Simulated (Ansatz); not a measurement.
Write the native input for Ansatz 0.2.0 that does the following.

| Quantity | Value |
| --- | --- |
| Task | single point |
| Functional | PBE |
| Potentials or basis | Ansatz PAW |
| Cutoff | 420 eV (not typed: the program's choice for these potentials) |
| k mesh | 6 × 6 × 5 |
| Occupations | fermi-dirac, width 0.05 eV |
| Spin | collinear spin, ferromagnetic start |
| Starting moments | [0.0, 0.0, 4.0, 1.0, 0.0, 0.0, 0.0, 0.0, 0.0, 0.0] μB |

NaLaMnMoO6:

```
Na La Mn Mo O
1.0
     5.43212   -0.01130   -0.00034
     2.44365    4.93484   -0.01855
     0.10940    2.68471    5.04562
Na La Mn Mo O
1 1 1 1 6
Cartesian
  4.0258 2.2952 3.6807
  3.4510 2.5432 0.0604
  6.4353 3.9691 2.0726
  3.6183 5.7191 1.6926
  4.6587 4.5303 2.8227
  2.3398 0.3983 0.3105
  2.2417 2.2352 2.2816
  2.3163 4.5797 0.5593
  2.2675 5.4176 3.0608
  5.6411 2.3597 1.0179
```

The cell was built by a generator and needn't be a form met in nature.

The cell isn't the ideal one: atoms moved at random, drawn with an rms of 0.05 Å.

The input as run:

input.yaml

```yaml
crystal:
  lattice:
    - [5.43212, -0.0113, -0.00034]
    - [2.44365, 4.93484, -0.01855]
    - [0.1094, 2.68471, 5.04562]
  atoms:
    - { symbol: Na, position: [0.69508, 0.069666, 0.729791] }
    - { symbol: La, position: [0.406161, 0.508736, 0.013869] }
    - { symbol: Mn, position: [0.914669, 0.581738, 0.412965], spin: 4.0 }
    - { symbol: Mo, position: [0.220672, 0.974969, 0.339067], spin: 1.0 }
    - { symbol: O, position: [0.570211, 0.613736, 0.561729] }
    - { symbol: O, position: [0.40787, 0.048066, 0.061733] }
    - { symbol: O, position: [0.310337, 0.207232, 0.45297] }
    - { symbol: O, position: [0.034506, 0.866076, 0.114028] }
    - { symbol: O, position: [0.060375, 0.766413, 0.609451] }
    - { symbol: O, position: [0.868089, 0.36964, 0.203165] }
hamiltonian:
  xc: pbe
  pseudopotentials: { kind: paw }
magnetization:
  spin_polarized: true
kpoints:
  mp_grid: { grid: [6, 6, 5] }
scf:
  occupations: { method: fermi_dirac, width: 0.05 }
output:
  forces: true
  stress: true
  eigenvalues: true
```

Potentials or basis: Ansatz PAW.

Run with:

```console
$ ansatz run input.yaml --threads 8 --pin off --max-ram 20480MiB --backend cpu --events-out ev --progress --plain --runs-dir out
```

It gave:

| Item | Value |
| --- | --- |
| Pressure | 0.5 GPa |
| Largest force | 0.884 eV/Å |
| Band gap on the k mesh | 0.18 eV, indirect (least direct gap 0.32 eV) |
| Net moment | 4.99 μB per cell |
| Absolute moment | 5.03 μB per cell |
| Site moments | Na +0.00; La +0.02; Mn +3.74; Mo +0.15; O +0.02, +0.04, +0.06, +0.03 μB |

Caveat: odd divisions of the mesh miss points on the zone boundary, where band edges often lie, so the gap on the mesh can be too wide; the pressure holds a Pulay correction of +0.5 GPa for the finite cutoff; spin-orbit coupling is left out, which moves the levels of the heavy elements; a cell with one magnetic atom can't hold antiferromagnetic order, which such compounds often take.

Wall time 43 s on 8 threads of Arm Neoverse V1, with other jobs on the host, peak memory 1.3 GiB.
